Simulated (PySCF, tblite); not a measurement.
# B₁₂N₁₂H₁₄: electronic excitations, NMR shifts

What do calculations give for the electronic excitations, NMR shifts of B₁₂N₁₂H₁₄?

Programs: tblite 0.8.0 and PySCF 2.14.0, with routines of our own; each step states its level. All values are computed. Atoms count from 0.

## 1. The starting structure

38 atoms, charge 0, multiplicity 1; geometry from: force field, distance geometry or constructed start.

## 2. Relaxing the molecule with GFN2-xTB

Job settings and geometry (Å):

```
{"job": {"kind": "relax", "xc": "GFN2-xTB", "basis": "xTB"}, "charge": 0, "multiplicity": 1}
N      2.023700     3.758500    -0.001600
B      0.759800     4.487900    -0.006900
N     -0.487500     3.758000     0.001000
B     -0.493400     2.314700    -0.006200
N      0.762000     1.584100     0.003400
B      2.015500     2.309800    -0.002600
N      3.274600    -2.763000    -0.003300
B      2.022200    -2.037000     0.001500
N      0.765700    -2.766800    -0.000400
B      0.760200    -4.215500     0.001600
N      2.016700    -4.940900    -0.002100
B      3.272000    -4.216700    -0.000000
N     -1.751900     1.586000     0.005000
B     -1.746300     0.134700    -0.002700
N     -0.494900    -0.584600     0.000200
B      0.761100     0.135900     0.006300
B     -1.748100     4.487200     0.000900
N     -3.005300     3.756900    -0.001000
B     -3.004800     2.312100     0.002500
N      2.021600    -0.588800     0.002700
B     -0.495000    -2.035900     0.001500
N     -3.005100    -0.588200    -0.000200
B     -3.000800    -2.035100     0.006600
N     -1.752700    -2.769000    -0.001500
H      2.919900     4.282900     0.000900
H      0.756900     5.654400     0.002500
H      3.032700     1.727600    -0.000700
H      4.174600    -2.244100     0.001200
H     -0.249600    -4.799300    -0.002000
H      2.019900    -5.979300     0.003400
H      4.291300    -4.799100    -0.001100
H     -1.750400     5.656600     0.000200
H     -3.905900     4.280400    -0.001900
H     -4.015300     1.724000     0.003700
H      2.920600    -0.067900    -0.003300
H     -3.904400    -0.067500    -0.002900
H     -4.018200    -2.624600    -0.004100
H     -1.747600    -3.802200    -0.002600
```

Run with:

```bash
OMP_NUM_THREADS=2 python large_run.py task.json out
```

This one command runs all jobs of the session in turn.

What it wrote:

```text
step      E/eV     max force
  0   -1577.26161    1.472
  1   -1577.55551    1.107
  2   -1577.78401    0.740
  3   -1577.87597    0.648
  4   -1577.95550    0.377
  5   -1577.97601    0.239
  6   -1577.98825    0.204
  7   -1577.99339    0.177
  8   -1577.99808    0.126
  9   -1578.00166    0.115
 10   -1578.00461    0.091
 11   -1578.00662    0.125
 12   -1578.00814    0.103
 13   -1578.00939    0.065
 14   -1578.01061    0.065
 15   -1578.01175    0.071
 16   -1578.01268    0.062
 17   -1578.01333    0.039
 18   -1578.01382    0.039
 19   -1578.01424    0.039
 20   -1578.01463    0.043
 21   -1578.01497    0.034
 22   -1578.01526    0.031
 23   -1578.01553    0.029
 24   -1578.01579    0.027
 25   -1578.01602    0.028
 26   -1578.01621    0.031
 27   -1578.01637    0.029
 28   -1578.01651    0.032
 29   -1578.01665    0.028
 30   -1578.01679    0.020
```

Wall time 0.93 s (2 threads of Intel Xeon Platinum 8488C, shared host); peak memory 0.16 GiB.

Step by step:

```tsv
step	energy from step 0 (eV)	largest force (eV/Å)
0	0.0000	1.4719
1	-0.2939	1.1069
2	-0.5224	0.7400
3	-0.6144	0.6477
4	-0.6939	0.3774
5	-0.7144	0.2392
6	-0.7266	0.2032
7	-0.7318	0.1779
8	-0.7365	0.1260
9	-0.7400	0.1154
11	-0.7450	0.1249
12	-0.7465	0.1025
14	-0.7490	0.0655
16	-0.7511	0.0621
17	-0.7517	0.0395
19	-0.7526	0.0393
21	-0.7534	0.0342
22	-0.7536	0.0313
24	-0.7542	0.0264
26	-0.7546	0.0311
27	-0.7548	0.0292
28	-0.7549	0.0318
29	-0.7550	0.0276
30	-0.7552	0.0199
```

Close pairs (by a distance rule), those that changed most:

```tsv
bond	before (Å)	after (Å)	change (Å)
N0–B1	1.459	1.410	-0.049
N6–B11	1.454	1.408	-0.046
B16–N17	1.454	1.410	-0.044
B22–N23	1.448	1.409	-0.038
N21–B22	1.447	1.411	-0.036
B15–N19	1.454	1.418	-0.036
B9–N10	1.451	1.417	-0.034
N21–H35	1.039	1.006	-0.034
```

The end geometry stands in the next job.

## 3. Electronic excitations: TDA PBE0/def2-SVP

Job settings and geometry (Å):

```
{"job": {"kind": "uv", "basis": "def2-SVP", "grid": 1, "kgrid": 0, "vcut": 1.5, "nstates": 6, "ntriplets": 2, "tda": true, "delta": [], "pop": true, "xc": "PBE0"}, "charge": 0, "multiplicity": 1}
N      1.952013     3.729103    -0.000688
B      0.751232     4.469028    -0.000565
N     -0.484290     3.751823    -0.000048
B     -0.489104     2.299985     0.000215
N      0.765421     1.578057     0.000207
B      1.987537     2.313431    -0.000518
N      3.215636    -2.767827    -0.000115
B      1.965589    -2.069420     0.000279
N      0.729183    -2.807974     0.000008
B      0.797992    -4.235956     0.000235
N      2.063362    -4.872875    -0.000018
B      3.298181    -4.173126    -0.000164
N     -1.747167     1.586682     0.000845
B     -1.743489     0.128074     0.000331
N     -0.502385    -0.599178     0.000181
B      0.742750     0.120683     0.000281
B     -1.715633     4.477403    -0.000514
N     -2.920372     3.745750     0.000721
B     -2.964091     2.330551     0.001411
N      1.934754    -0.647777     0.000378
B     -0.510391    -2.045731     0.000182
N     -2.955879    -0.616604    -0.000548
B     -3.008795    -2.026662    -0.001059
N     -1.772823    -2.704149    -0.000404
H      2.827422     4.229692    -0.001076
H      0.776161     5.642207    -0.000832
H      3.045416     1.797567    -0.000829
H      4.062907    -2.220177    -0.000158
H     -0.160655    -4.918010     0.000525
H      2.084520    -5.881205     0.000044
H      4.328421    -4.736352    -0.000170
H     -1.732486     5.650503    -0.001390
H     -3.793322     4.250547     0.000617
H     -4.025040     1.824041     0.002687
H      2.815044    -0.159055     0.000435
H     -3.821706    -0.105039    -0.000613
H     -4.031963    -2.602003    -0.001599
H     -1.770051    -3.710218    -0.000293
```

Method: TDA PBE0/def2-SVP, vertical, gas phase, core orbitals frozen in the response, virtual orbitals cut by energy.

What it wrote:

```text
start: PBE on a coarse grid of 32499 points
cycle   1  E = -962.4037456943  dE =  3.663e+00  |g| = 1.242e+00  |ddm| = 7.828e+00
cycle   2  E = -961.7345143110  dE =  6.692e-01  |g| = 2.108e+00  |ddm| = 3.129e+00
cycle   3  E = -962.7584263141  dE = -1.024e+00  |g| = 1.862e-01  |ddm| = 2.036e+00
cycle   4  E = -962.7672376493  dE = -8.811e-03  |g| = 7.078e-02  |ddm| = 2.527e-01
cycle   5  E = -962.7683090346  dE = -1.071e-03  |g| = 2.906e-02  |ddm| = 8.333e-02
cycle   6  E = -962.7684885076  dE = -1.795e-04  |g| = 1.054e-02  |ddm| = 3.241e-02
cycle   7  E = -962.7685151829  dE = -2.668e-05  |g| = 2.352e-03  |ddm| = 9.078e-03
final grid: 143403 points
cycle   8  E = -963.0260342357  dE = -1.564e-02  |g| = 2.980e-02  |ddm| = 6.002e-01
cycle   9  E = -963.0262429515  dE = -2.087e-04  |g| = 1.639e-02  |ddm| = 6.921e-02
cycle  10  E = -963.0263085566  dE = -6.561e-05  |g| = 6.804e-03  |ddm| = 2.289e-02
cycle  11  E = -963.0263197623  dE = -1.121e-05  |g| = 2.257e-03  |ddm| = 5.804e-03
cycle  12  E = -963.0263211801  dE = -1.418e-06  |g| = 5.563e-04  |ddm| = 2.352e-03
cycle  13  E = -963.0263222053  dE = -1.025e-06  |g| = 2.325e-04  |ddm| = 6.863e-04
cycle  14  E = -963.0263198017  dE =  2.404e-06  |g| = 2.618e-05  |ddm| = 2.305e-04
converged SCF energy = -963.0263198017

Static polarisability (au): isotropic 206.212, principal 105.233 233.520 279.884

Singlet excitations
state   eV       nm        f      main configurations
  1   5.8857    210.7   0.21846   H->L 0.94
  2   6.1330    202.2   0.03636   H->L+1 0.77
  3   6.3369    195.7   0.00499   H-1->L 0.38, H->L+2 0.33, H-4->L 0.11
  4   6.4317    192.8   0.03002   H-1->L 0.40, H-4->L 0.22, H->L+2 0.16
  5   6.5877    188.2   0.00729   H->L+3 0.73, H-2->L 0.10
  6   6.7184    184.5   0.00527   H-2->L 0.29, H->L+2 0.20

Triplet excitations (Tamm-Dancoff, eV): 5.5753 5.7932
```

Run time: 34 s. Hardware: 2 threads of Intel Xeon Platinum 8488C, shared host; peak memory 1.1 GiB.

Frontier orbitals and where they lie:

```tsv
orbital	eV	atoms
HOMO−4	-8.11	N2 32 %, N17 23 %, N0 20 %
HOMO−3	-8.00	N4 16 %, N12 14 %, N23 10 %
HOMO−2	-7.85	N14 32 %, N10 10 %, N23 10 %
HOMO−1	-7.42	N21 21 %, N6 21 %, N19 14 %
HOMO	-6.95	N19 18 %, N23 16 %, N21 11 %
LUMO	-0.28	B1 23 %, B16 21 %, B5 20 %
LUMO+1	0.15	B9 26 %, B11 17 %, B20 12 %
LUMO+2	0.45	B18 21 %, B5 19 %, B11 13 %
LUMO+3	0.60	B3 33 %, B1 12 %, B16 9 %
```

With each of the 6 states as a Gaussian band of 0.4 eV half-width at 1/e, the curve within the window shown has maxima at 209 nm (ε 10,000) L/(mol cm). Beyond the last state computed it falls off for lack of states. The curve at chosen wavelengths:

nm, ε (L/mol/cm) and a bar:
```
      177        381 
      179        590 #
      182       1023 ##
      184       1392 ###
      186       1825 ####
      188       2327 ######
      191       3232 #########
      193       3958 ###########
      195       4794 #############
      198       6227 ##################
      200       7245 #####################
      202       8232 ########################
      204       9102 ###########################
      207       9994 #############################
      209      10218 ##############################
      211      10111 ##############################
      213       9685 ############################
      216       8553 #########################
      218       7576 ######################
      220       6516 ###################
      223       4933 ##############
      225       3964 ###########
      227       3106 ########
      229       2377 ######
      232       1526 ###
      234       1106 ##
```

Further results of this job:

```tsv
property	computed
dipole moment (D)	1.36
polarisability (Å³)	30.56
HOMO–LUMO gap (eV)	6.67
−ε(HOMO) (eV)	6.95
```

## 4. NMR shifts: GIAO KT3/pcSseg-1

Settings changed since step 3:

```diff
@@ -1,2 +1,2 @@
-{"job": {"kind": "uv", "basis": "def2-SVP", "grid": 1, "kgrid": 0, "vcut": 1.5, "nstates": 6, "ntriplets": 2, "tda": true, "delta": [], "pop": true, "xc": "PBE0"}, "charge": 0, "multiplicity": 1}
+{"job": {"kind": "nmr", "xc": "KT3", "basis": "pcSseg-1", "pop": false}, "charge": 0, "multiplicity": 1}
 N      1.952013     3.729103    -0.000688
```

With the program's defaults for keys left out, this is: GIAO KT3/pcSseg-1 NMR shielding, non-relativistic, gas phase.

What it wrote:

```text
start: PBE on a coarse grid of 32499 points
cycle   1  E = -963.0025724996  dE =  3.784e+00  |g| = 1.277e+00  |ddm| = 6.157e+00
cycle   2  E = -962.3270019962  dE =  6.756e-01  |g| = 2.157e+00  |ddm| = 2.749e+00
cycle   3  E = -963.3629584391  dE = -1.036e+00  |g| = 1.956e-01  |ddm| = 1.848e+00
cycle   4  E = -963.3722051662  dE = -9.247e-03  |g| = 6.889e-02  |ddm| = 2.079e-01
cycle   5  E = -963.3731851688  dE = -9.800e-04  |g| = 2.682e-02  |ddm| = 6.660e-02
cycle   6  E = -963.3733293021  dE = -1.441e-04  |g| = 1.066e-02  |ddm| = 2.759e-02
cycle   7  E = -963.3733537917  dE = -2.449e-05  |g| = 2.401e-03  |ddm| = 7.864e-03
final grid: 303959 points
cycle   8  E = -980.1343533269  dE = -4.872e-02  |g| = 1.465e-01  |ddm| = 5.498e-01
cycle   9  E = -980.1263760021  dE =  7.977e-03  |g| = 2.421e-01  |ddm| = 2.537e-01
cycle  10  E = -980.1389947197  dE = -1.262e-02  |g| = 1.230e-02  |ddm| = 1.565e-01
cycle  11  E = -980.1390273361  dE = -3.262e-05  |g| = 5.090e-03  |ddm| = 1.575e-02
cycle  12  E = -980.1390314987  dE = -4.163e-06  |g| = 1.790e-03  |ddm| = 4.249e-03
cycle  13  E = -980.1390329005  dE = -1.402e-06  |g| = 4.741e-04  |ddm| = 2.037e-03
cycle  14  E = -980.1390328881  dE =  1.236e-08  |g| = 1.545e-04  |ddm| = 5.326e-04
cycle  15  E = -980.1390309325  dE =  1.956e-06  |g| = 5.115e-05  |ddm| = 1.593e-04
converged SCF energy = -980.1390309325

GIAO shielding tensors (ppm)
atom      isotropic    diamagn.    paramagn.     s11        s22        s33       span
  0 N      119.657     324.946    -205.289    -19.495    156.403    222.062    241.558
  1 B       72.098     197.832    -125.734     51.043     60.718    104.533     53.490
  2 N      104.160     333.653    -229.493     13.309     33.836    265.335    252.026
  3 B       79.587     199.407    -119.819     67.057     69.195    102.510     35.452
  4 N      126.430     346.179    -219.750     36.181     80.940    262.168    225.987
  5 B       76.060     202.598    -126.538     50.181     67.852    110.147     59.966
  6 N      140.962     328.697    -187.736     40.321    173.838    208.726    168.405
  7 B       80.826     201.462    -120.636     65.820     72.094    104.565     38.745
  8 N      128.548     336.928    -208.380     39.756     81.358    264.531    224.776
  9 B       76.751     197.650    -120.899     50.805     67.931    111.518     60.712
 10 N      125.992     320.065    -194.073     -6.551    161.827    222.702    229.253
 11 B       77.467     197.643    -120.175     52.513     67.320    112.569     60.057
 12 N      126.024     343.054    -217.030     35.914     80.850    261.309    225.396
 13 B       78.329     201.009    -122.680     62.907     73.383     98.697     35.789
 14 N      137.075     350.522    -213.447     72.679     76.433    262.114    189.434
 15 B       77.886     202.009    -124.123     62.098     74.145     97.414     35.315
 16 B       72.133     196.472    -124.339     50.879     60.950    104.571     53.692
 17 N      119.410     322.404    -202.994    -19.922    156.123    222.029    241.950
 18 B       75.900     199.461    -123.562     50.260     67.190    110.250     59.990
 19 N      161.712     338.149    -176.437     93.961    178.075    213.101    119.141
 20 B       78.215     200.804    -122.589     63.539     72.512     98.594     35.055
 21 N      144.542     330.602    -186.060     40.767    162.908    229.950    189.183
 22 B       76.949     200.621    -123.672     52.313     67.705    110.828     58.515
 23 N      144.540     329.353    -184.812     38.620    164.026    230.975    192.355
 24 H       25.623      27.474      -1.851     21.169     25.819     29.880      8.711
 25 H       26.855      27.182      -0.327     23.366     28.142     29.057      5.691
 26 H       26.722      36.188      -9.466     21.509     27.557     31.099      9.591
 27 H       26.949      32.936      -5.987     21.375     28.394     31.079      9.704
 28 H       26.758      31.610      -4.852     22.160     27.793     30.322      8.162
 29 H       25.985      23.009       2.976     21.545     25.747     30.664      9.118
 30 H       27.246      25.193       2.052     24.150     27.463     30.124      5.973
 31 H       26.868      26.354       0.514     23.410     28.163     29.033      5.624
 32 H       25.604      24.334       1.270     21.221     25.695     29.896      8.675
 33 H       26.678      33.098      -6.420     21.723     27.611     30.700      8.978
 34 H       26.763      39.940     -13.177     17.889     29.633     32.767     14.878
 35 H       25.661      34.287      -8.627     18.003     27.526     31.453     13.451
 36 H       27.149      28.792      -1.642     23.694     27.786     29.968      6.273
 37 H       25.653      32.995      -7.342     18.231     27.461     31.268     13.037
```

Wall time 27 s (2 threads of Intel Xeon Platinum 8488C, shared host); peak memory 1.1 GiB.

Shifts follow as δ = σ(reference) − σ, with reference shieldings (ppm) from runs at the same level and on the same kind of geometry: 1H TMS 31.76, 15N NH3 264.4, 11B BF3·OEt2 100.0. The references are single molecules in the gas phase, so shifts against H2O, NH3, PH3, H3PO4 or CFCl3 are not on the usual liquid scales and can be off by tens of ppm.

```tsv
atoms	environment	σ (ppm)	δ (ppm)
H32	hydrogen on a nitrogen bonded to 2 B	25.60	6.16
H24	hydrogen on a nitrogen bonded to 2 B	25.62	6.14
H37	hydrogen on a nitrogen bonded to 2 B	25.65	6.11
H35	hydrogen on a nitrogen bonded to 2 B	25.66	6.10
H29	hydrogen on a nitrogen bonded to 2 B	25.99	5.77
H33	hydrogen on a boron bonded to 2 N	26.68	5.08
H26	hydrogen on a boron bonded to 2 N	26.72	5.04
H28	hydrogen on a boron bonded to 2 N	26.76	5.00
H34	hydrogen on a nitrogen bonded to 2 B	26.76	5.00
H25	hydrogen on a boron bonded to 2 N	26.85	4.91
H31	hydrogen on a boron bonded to 2 N	26.87	4.89
H27	hydrogen on a nitrogen bonded to 2 B	26.95	4.81
H36	hydrogen on a boron bonded to 2 N	27.15	4.61
H30	hydrogen on a boron bonded to 2 N	27.25	4.51
N2	nitrogen bonded to 3 B	104.2	160.2
N17	nitrogen bonded to 2 B, H	119.4	145.0
N0	nitrogen bonded to 2 B, H	119.7	144.7
N10	nitrogen bonded to 2 B, H	126.0	138.4
N12	nitrogen bonded to 3 B	126.0	138.4
N4	nitrogen bonded to 3 B	126.4	138.0
N8	nitrogen bonded to 3 B	128.5	135.8
N14	nitrogen bonded to 3 B	137.1	127.3
N6	nitrogen bonded to 2 B, H	141.0	123.4
N23	nitrogen bonded to 2 B, H	144.5	119.9
N21	nitrogen bonded to 2 B, H	144.5	119.9
N19	nitrogen bonded to 2 B, H	161.7	102.7
B1	boron bonded to 2 N, H	72.1	27.9
B16	boron bonded to 2 N, H	72.1	27.8
B18	boron bonded to 2 N, H	75.9	24.1
B5	boron bonded to 2 N, H	76.1	23.9
B9	boron bonded to 2 N, H	76.8	23.2
B22	boron bonded to 2 N, H	76.9	23.0
B11	boron bonded to 2 N, H	77.5	22.5
B15	boron bonded to 3 N	77.9	22.1
B20	boron bonded to 3 N	78.2	21.8
B13	boron bonded to 3 N	78.3	21.6
B3	boron bonded to 3 N	79.6	20.4
B7	boron bonded to 3 N	80.8	19.1
```

Ring of atoms N0, B1, N2, B3, N4, B5: NICS(0) -1.4, NICS(1) -2.4, NICS(1)zz -1.1 ppm (means of both faces).

Ring of atoms N2, B3, N12, B16, N17, B18: NICS(0) -1.4, NICS(1) -2.5, NICS(1)zz -1.1 ppm (means of both faces).

Ring of atoms B3, N4, N12, B13, N14, B15: NICS(0) -0.3, NICS(1) -1.0, NICS(1)zz 4.2 ppm (means of both faces).

## 5. Outcome

| quantity | value |
| --- | --- |
| lowest singlet (PBE0/def2-SVP) | 5.89 eV (211 nm), f = 0.218 |
| lowest triplet | 5.58 eV |
| 1H shifts against TMS (KT3/pcSseg-1) | 6.16, 6.14, 6.11, 6.10, 5.77, 5.08, 5.04, 5.00, 5.00, 4.91, 4.89, 4.81, 4.61, 4.51 ppm |
| 15N shifts against NH3 (KT3/pcSseg-1) | 160.2, 145.0, 144.7, 138.4, 138.4, 138.0, 135.8, 127.3, 123.4, 119.9, 119.9, 102.7 ppm |
| 11B shifts against BF3·OEt2 (KT3/pcSseg-1) | 27.9, 27.8, 24.1, 23.9, 23.2, 23.0, 22.5, 22.1, 21.8, 21.6, 20.4, 19.1 ppm |

The first singlet state (HOMO→LUMO 0.94) lies at 5.89 eV and is bright. The lowest triplet lies 0.31 eV below the lowest singlet.
